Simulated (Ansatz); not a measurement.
# C6H10O4: small, medium and large basis sets

How large a basis does C6H10O4 need? Two functionals are run in growing sets.

Program: Ansatz 0.2.0, Gaussian basis. Level of theory: one geometry, several basis sets. These are calculated values, not measurements.

Plan: PBE0-D4/def2-SVP; ωB97M-V/def2-SVP; PBE0-D4/def2-QZVPP; ωB97M-V/def2-QZVPP; the functionals' def2-TZVPP values are taken from earlier runs.

## 1. Structure used throughout

The geometry comes from an earlier relaxation with PBE0-D4 in a triple-zeta def2 set; it is a stationary point, not always the lowest conformer.

SMILES `CCOC(=O)C(=O)OCC`, 20 atoms, charge 0, spin multiplicity 1.

Atoms are counted from 1 here; the program's logs count them from 0.

Bond lengths: C1–C2 1.508 Å, C1–H11 1.091 Å, C1–H12 1.092 Å, C1–H13 1.091 Å, C2–O3 1.438 Å, C2–H14 1.091 Å, C2–H15 1.090 Å, O3–C4 1.323 Å, C4–O5 1.198 Å, C4–C6 1.532 Å, C6–O7 1.198 Å, C6–O8 1.323 Å, O8–C9 1.438 Å, C9–C10 1.508 Å, C9–H16 1.090 Å, C9–H17 1.091 Å, C10–H18 1.091 Å, C10–H19 1.092 Å and more. Angles: C2–C1–H11 110.8°, C2–C1–H12 109.5°, C2–C1–H13 110.9°, H11–C1–H12 108.4°, H11–C1–H13 109.0°, H12–C1–H13 108.2°, C1–C2–O3 111.1°, C1–C2–H14 111.4°, C1–C2–H15 111.6°, O3–C2–H14 108.8°, O3–C2–H15 104.3°, H14–C2–H15 109.4°, C2–O3–C4 116.2°, O3–C4–O5 126.5°, O3–C4–C6 110.1°, O5–C4–C6 123.3°, C4–C6–O7 123.3°, C4–C6–O8 110.1° and more.

## 2. PBE0-D4 in def2-SVP

File in.yaml:

```yaml
crystal:
  periodic: [false, false, false]
  atoms:
    - {symbol: C, position_ang: [-1.753235, -0.869754, 3.084469]}
    - {symbol: C, position_ang: [-1.573181, 0.528983, 2.550176]}
    - {symbol: O, position_ang: [-0.441081, 0.602991, 1.666713]}
    - {symbol: C, position_ang: [-0.659264, 0.261002, 0.407890]}
    - {symbol: O, position_ang: [-1.704656, -0.080030, -0.067625]}
    - {symbol: C, position_ang: [0.648892, 0.314176, -0.386723]}
    - {symbol: O, position_ang: [1.706675, -0.022534, 0.063819]}
    - {symbol: O, position_ang: [0.416624, 0.739184, -1.617418]}
    - {symbol: C, position_ang: [1.549406, 0.771387, -2.502496]}
    - {symbol: C, position_ang: [1.779609, -0.576986, -3.137526]}
    - {symbol: H, position_ang: [-0.846447, -1.212552, 3.585743]}
    - {symbol: H, position_ang: [-2.572101, -0.882235, 3.807431]}
    - {symbol: H, position_ang: [-1.998676, -1.564357, 2.280256]}
    - {symbol: H, position_ang: [-2.460698, 0.867606, 2.012907]}
    - {symbol: H, position_ang: [-1.339494, 1.236141, 3.345748]}
    - {symbol: H, position_ang: [1.288957, 1.525884, -3.244465]}
    - {symbol: H, position_ang: [2.424744, 1.101925, -1.940770]}
    - {symbol: H, position_ang: [0.885205, -0.915036, -3.663655]}
    - {symbol: H, position_ang: [2.597334, -0.506626, -3.858459]}
    - {symbol: H, position_ang: [2.051394, -1.319169, -2.386013]}
basis:
  gaussian: {orbitals: def2-SVP}
hamiltonian: {xc: pbe0, dispersion: d4}
output: {orbitals: {seedname: orbitals}}
```

The run is started by

```
> ansatz run in.yaml --threads 4 --pin off --events-out ev --progress --plain --max-ram 66560MiB --backend cpu
```

After this run come: ωB97M-V in def2-SVP; PBE0-D4 in def2-QZVPP; ωB97M-V in def2-QZVPP.

Before running them: what should the planned runs give, taken together? Wanted: PBE0-D4: double and triple zeta above quadruple; ωB97M-V: double and triple zeta above quadruple.

The runs gave:

```
                                       quantity           value
PBE0-D4: double and triple zeta above quadruple  17.31, 0.78 eV
ωB97M-V: double and triple zeta above quadruple  17.86, 0.74 eV
```

PBE0-D4 gains 16.53 eV from double to triple zeta, then 0.78 eV more. Total energies overstate the basis error of differences, where much of it tends to cancel.
